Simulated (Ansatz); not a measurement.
# GaNH₃ radical: how energies converge with the basis set

Aim: see how fast density functionals converge with the basis set for GaNH₃ radical.

The runs use Ansatz 0.2.0, Gaussian basis; one geometry, several basis sets.

Plan: PBE0-D4/def2-SVP; ωB97M-V/def2-SVP; PBE0-D4/def2-QZVPP; ωB97M-V/def2-QZVPP; the functionals' def2-TZVPP values are taken from earlier runs.

## 1. Structure used throughout

All runs share one geometry, relaxed beforehand with PBE0-D4 in a triple-zeta def2 set.

SMILES `[NH2][GaH]`, 5 atoms, charge 0, spin multiplicity 2.

Atoms are counted from 1 here; the program's logs count them from 0.

Bond lengths: N1–Ga2 1.825 Å, N1–H3 1.008 Å, N1–H4 1.006 Å, Ga2–H5 1.594 Å. Angles: Ga2–N1–H3 123.8°, Ga2–N1–H4 124.3°, H3–N1–H4 111.9°, N1–Ga2–H5 116.9°.

Geometry (Å):

```
N    -0.21186   -0.68396    0.06470
Ga    0.81548    0.78295    0.41698
H    -0.94685   -0.70125   -0.62506
H    -0.11522   -1.56931    0.53204
H     0.50824    2.09788   -0.43007
```

## 2. PBE0-D4 in def2-SVP

The input, in.yaml:

```yaml
crystal:
  periodic: [false, false, false]
  atoms:
    - {symbol: N, position_ang: [-0.211858, -0.683960, 0.064703]}
    - {symbol: Ga, position_ang: [0.815481, 0.782947, 0.416979]}
    - {symbol: H, position_ang: [-0.946846, -0.701255, -0.625057]}
    - {symbol: H, position_ang: [-0.115221, -1.569311, 0.532044]}
    - {symbol: H, position_ang: [0.508244, 2.097879, -0.430069]}
basis:
  gaussian: {orbitals: def2-SVP}
magnetization: {spin_polarized: true, initial_magnetization: 1}
hamiltonian: {xc: pbe0, dispersion: d4}
output: {orbitals: {seedname: orbitals}}
```

Command:

```sh
> ansatz run in.yaml --threads 2 --pin off --events-out ev --progress --plain --max-ram 22528MiB --backend cpu
```

The runs that follow: ωB97M-V in def2-SVP; PBE0-D4 in def2-QZVPP; ωB97M-V in def2-QZVPP.

**Question.** What will the summary of the whole plan be? Wanted: PBE0-D4: double and triple zeta above quadruple; ωB97M-V: double and triple zeta above quadruple.

**Answer**, as computed:

```
                                       quantity          value
PBE0-D4: double and triple zeta above quadruple  9.92, 1.30 eV
ωB97M-V: double and triple zeta above quadruple  9.92, 1.26 eV
```

What this shows: For PBE0-D4 the step from double to triple zeta gains 8.62 eV and the next only 1.30 eV. These are total energies; as a rule much of such shifts cancels in differences, which this series doesn't test.
